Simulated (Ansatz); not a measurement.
Geometry optimisation, DFT LDA, scalar-relativistic, plane waves, PAW (Ansatz 0.2.0).

Input:

```yaml
crystal:
  lattice:
    - [5.7968, 0.0, 0.0]
    - [0.0, 5.6576, 0.0]
    - [0.0, 0.0, 19.693568]
  atoms:
    - { symbol: W, position: [0.0, 0.0, 0.050778] }
    - { symbol: C, position: [0.0, 0.25, 0.1357495] }
    - { symbol: W, position: [0.25, 0.0, 0.17823525] }
    - { symbol: C, position: [0.25, 0.25, 0.26320675] }
    - { symbol: W, position: [0.0, 0.0, 0.3056925] }
    - { symbol: C, position: [0.0, 0.25, 0.390664] }
    - { symbol: W, position: [0.0, 0.5, 0.050778] }
    - { symbol: C, position: [0.0, 0.75, 0.1357495] }
    - { symbol: W, position: [0.25, 0.5, 0.17823525] }
    - { symbol: C, position: [0.25, 0.75, 0.26320675] }
    - { symbol: W, position: [0.0, 0.5, 0.3056925] }
    - { symbol: C, position: [0.0, 0.75, 0.390664] }
    - { symbol: W, position: [0.5, 0.0, 0.050778] }
    - { symbol: C, position: [0.5, 0.25, 0.1357495] }
    - { symbol: W, position: [0.75, 0.0, 0.17823525] }
    - { symbol: C, position: [0.75, 0.25, 0.26320675] }
    - { symbol: W, position: [0.5, 0.0, 0.3056925] }
    - { symbol: C, position: [0.5, 0.25, 0.390664] }
    - { symbol: W, position: [0.5, 0.5, 0.050778] }
    - { symbol: C, position: [0.5, 0.75, 0.1357495] }
    - { symbol: W, position: [0.75, 0.5, 0.17823525] }
    - { symbol: C, position: [0.75, 0.75, 0.26320675] }
    - { symbol: W, position: [0.5, 0.5, 0.3056925] }
    - { symbol: C, position: [0.5, 0.75, 0.390664] }
    - { symbol: P, position: [0.66666667, 0.41666667, 0.45718318] }
basis:
  ecutwfc: 420.0
kpoints:
  mp_grid: { grid: [3, 3, 1] }
hamiltonian:
  xc: lda
  pseudopotentials: { kind: paw, azcp: { folder: soft_1 } }
scf:
  occupations: { method: fermi_dirac, width: 0.15 }
  lower_state_search: "off"
relax:
  f_tol: 0.03
  max_steps: 60
  adjacent_minimum: "off"
  constraints: [{ sites: [0, 6, 12, 18] }]
```

Run as:

```bash
$ ansatz run input.yaml --threads 4 --pin off --max-ram 10240MiB --backend cpu --events-out ev --progress --plain --runs-dir out
```

Question: Where does it end, and by what steps?

Answer: It converged. Limits of this set-up: coarse k mesh, thin slab, slab without dipole correction, odd electron count without spin, PAW files made for another functional. After 23 steps the energy has fallen by 8.462 eV; C12 moved furthest, 1.24 Å. Joined: W5–C24 (3.63 → 2.61 Å), C6–P25 (2.52 → 1.75 Å), W11–P25 (3.59 → 2.91 Å), C12–W23 (3.63 → 2.53 Å), C12–C24 (2.90 → 1.31 Å), C12–P25 (3.00 → 1.90 Å).

| step | energy less start (eV) | largest force component (eV/Å) | accepted |
| --- | --- | --- | --- |
| 0 | 0.0000 | 4.881 | yes |
| 1 | -1.6660 | 4.281 | yes |
| 2 | -2.9245 | 2.807 | yes |
| 3 | -3.7073 | 1.761 | yes |
| 4 | -4.2977 | 0.773 | yes |
| 5 | -4.6592 | 0.489 | yes |
| 6 | -4.7916 | 0.632 | yes |
| 7 | -5.0871 | 0.989 | yes |
| 8 | -5.2765 | 1.115 | yes |
| 9 | -5.6085 | 1.969 | yes |
| 10 | -5.8885 | 2.835 | yes |
| 11 | -6.2330 | 1.281 | yes |
| 12 | -6.7780 | 1.723 | yes |
| 13 | -7.3998 | 1.586 | yes |
| 14 | -7.9841 | 1.354 | yes |
| 15 | -8.2798 | 1.311 | yes |
| 16 | -8.2973 | 1.431 | yes |
| 17 | -8.4168 | 0.625 | yes |
| 18 | -8.3849 | 0.766 | no |
| 19 | -8.4544 | 0.187 | yes |
| 20 | -8.4567 | 0.139 | yes |
| 21 | -8.4593 | 0.112 | yes |
| 22 | -8.4616 | 0.040 | yes |
| 23 | -8.4617 | 0.020 | yes |

```xyz
25
Lattice="5.7968 0.0000 0.0000 0.0000 5.6576 0.0000 0.0000 0.0000 19.6936" Properties=species:S:1:pos:R:3
W 0.000 0.000 1.000
C 0.007 1.416 2.574
W 1.445 -0.004 3.468
C 1.440 1.422 5.103
W -0.038 -0.041 5.934
C -0.020 1.278 7.402
W 0.000 2.829 1.000
C 0.005 4.242 2.574
W 1.448 2.834 3.471
C 1.440 4.234 5.173
W -0.010 2.779 5.938
C -1.086 3.656 7.598
W 2.898 0.000 1.000
C 2.885 1.417 2.574
W 4.342 0.004 3.419
C 4.359 1.412 5.040
W 2.912 0.050 5.952
C 3.166 1.510 7.430
W 2.898 2.829 1.000
C 2.887 4.243 2.575
W 4.348 2.823 3.415
C 4.354 4.246 5.018
W 2.961 2.869 5.947
C 3.806 4.551 7.303
P 4.546 1.968 8.446
```

The run took 4.3 min on 4 threads of Intel(R) Xeon(R) Platinum 8259CL CPU @ 2.50GHz (Skylake/Cascade Lake), on a shared host, peak memory 1.9 GiB.
